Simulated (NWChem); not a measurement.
# B3LYP/pcseg-0 run of CS2 (carbon disulfide)

What is the electronic atomisation energy of CS2 (carbon disulfide) at B3LYP/pcseg-0? 

The calculation is run with NWChem 7.3.0.

## Step 1: The molecule

CS2 has 3 atoms, charge 0, and is taken as a singlet. As SMILES, `S=C=S`. The coordinates come from a PBE0-D4/def2-TZVP relaxation.

Bond lengths: S1–C2 1.548 Å, C2–S3 1.548 Å. Angles: S1–C2–S3 180.0°.

## Step 2: A single-point energy at B3LYP/pcseg-0

mymol.nw reads:

```
START mymol
memory total 2200 mb
charge 0

GEOMETRY noautosym nocenter noautoz
   S     1.357000   -0.156000    0.729100
   C     0.000000    0.000000    0.000000
   S    -1.357000    0.156000   -0.729100
END

BASIS spherical bse
   * library pcseg-0
END

DFT
   xc b3lyp
   grid fine
   convergence energy 1e-08
   iterations 100
   mulliken
   noprint "final vectors analysis"
END

TASK dft energy
```

The run is started by

```sh
$ nwchem mymol.nw > mymol.out
```

Log:

```text
[...]
          Wavefunction type:  closed shell.
          No. of atoms     :     3
          No. of electrons :    38
[...]
          Charge           :     0
          Spin multiplicity:     1
[...]
          AO basis - number of functions:    35
[...]
              XC Information
              --------------
                         B3LYP Method XC Potential
                     Hartree-Fock (Exact) Exchange  0.200
                        Slater Exchange Functional  0.800 local
                    Becke 1988 Exchange Functional  0.720 non-local
              Lee-Yang-Parr Correlation Functional  0.810
                  VWN I RPA Correlation Functional  0.190 local
[...]
 d= 0,ls=0.0,diis     1   -833.3555646767 -9.43D+02  6.24D-02  7.54D-01     0.5
[...]
 d= 0,ls=0.0,diis     7   -833.4581747506 -7.13D-09  1.78D-06  7.33D-10     1.8
         Total DFT energy =     -833.458174750561
      One electron energy =    -1365.941231623903
           Coulomb energy =      479.794561474792
    Exchange-Corr. energy =      -56.677785909457
 Nuclear repulsion energy =      109.366281308007
[...]
      Total Density - Mulliken Population Analysis
     ---------------------------------------------
    Atom       Charge   Shell Charges
 -----------   ------   -------------------------------------------------------
    1 S   16    15.66   2.00  2.00  1.15  0.74  5.87  1.65  2.25
    2 C    6     6.69   1.98  0.98  0.32  1.40  2.01
    3 S   16    15.66   2.00  2.00  1.15  0.74  5.87  1.65  2.25
[...]
```

It took 2.5 s on 1 thread of Intel Xeon Platinum 8259CL at 2.50GHz (Skylake/Cascade Lake), shared host; peak memory 0.11 GiB.

## Step 3: The C atom at the same level

c.nw reads:

```
START c
TITLE "C B3LYP"
memory 2200 mb

GEOMETRY units atomic noautosym nocenter noautoz
  C   0.00000000  0.00000000  0.00000000
END

BASIS "ao basis" spherical bse
  * library pcseg-0
END

DFT
  xc b3lyp
  mult 3
  grid fine
  convergence energy 1e-08
  maxiter 100
  mulliken
  print low
END

TASK dft energy
```

Run the same way, it converges to -37.76280 Eh (log not shown).

## Step 4: The S atom, same level

geom.xyz reads:

```xyz
1
S
S      0.000000     0.000000     0.000000
```

geom.nw reads:

```
start geom
title "S"
memory total 2200 mb

geometry units angstroms noautosym nocenter noautoz
  load format xyz geom.xyz
end

basis spherical bse
  * library pcseg-0
end

dft
  xc b3lyp
  mult 3
  grid fine
  convergence energy 1e-08
  iterations 100
  mulliken
  noprint "final vectors analysis"
end

task dft
```

The run is started by

```sh
$ nwchem geom.nw > geom.out
```

Log:

```text
[...]
          Wavefunction type:  spin polarized.
          No. of atoms     :     1
          No. of electrons :    16
[...]
          Charge           :     0
          Spin multiplicity:     3
[...]
          AO basis - number of functions:    13
[...]
              XC Information
              --------------
                         B3LYP Method XC Potential
                     Hartree-Fock (Exact) Exchange  0.200
                        Slater Exchange Functional  0.800 local
                    Becke 1988 Exchange Functional  0.720 non-local
              Lee-Yang-Parr Correlation Functional  0.810
                  VWN I RPA Correlation Functional  0.190 local
[...]
 d= 0,ls=0.0,diis     1   -397.6555791405 -3.98D+02  1.54D-02  2.96D-02     0.1
[...]
 d= 0,ls=0.0,diis     6   -397.6648178424 -2.06D-09  3.12D-07  4.99D-12     0.4
[...]
         Total DFT energy =     -397.664817842426
      One electron energy =     -549.063077363166
           Coulomb energy =      177.014950623310
    Exchange-Corr. energy =      -25.616691102569
 Nuclear repulsion energy =        0.000000000000
[...]
      Total Density - Mulliken Population Analysis
     ---------------------------------------------
    Atom       Charge   Shell Charges
 -----------   ------   -------------------------------------------------------
    1 S   16    16.00   2.00  2.00  1.19  0.81  5.86  1.50  2.64
     --------------------------------------------
      Spin Density - Mulliken Population Analysis
     --------------------------------------------
    Atom       Charge   Shell Charges
 -----------   ------   -------------------------------------------------------
    1 S   16     2.00   0.00 -0.00  0.02 -0.02  0.03  0.68  1.29
[...]
      <S2> =      2.0002 (Exact =     2.0000)
[...]
```

Wall time 1 s (1 thread of Intel Xeon Platinum 8259CL at 2.50GHz (Skylake/Cascade Lake), shared host); peak memory 0.1 GiB.

## Step 5: Outcome

Level: B3LYP/pcseg-0.

| quantity | value |
| --- | --- |
| molecule: total energy | -833.45817 Eh |
| molecule: dipole moment | 0.00 D |
| C atom: total energy | -37.76280 Eh |
| C atom: ⟨S²⟩ | 2.001 |
| S atom: total energy | -397.66482 Eh |
| S atom: ⟨S²⟩ | 2.000 |
| electronic atomisation energy | 9.952 eV |

What this shows: Taking the molecule apart into free atoms costs 9.95 eV (960 kJ/mol), before zero-point energy and without spin-orbit coupling. The basis has no polarisation functions, which makes bonds too weak. Mulliken charges (molecule) run from -0.69 on C2 to +0.34 on S1.
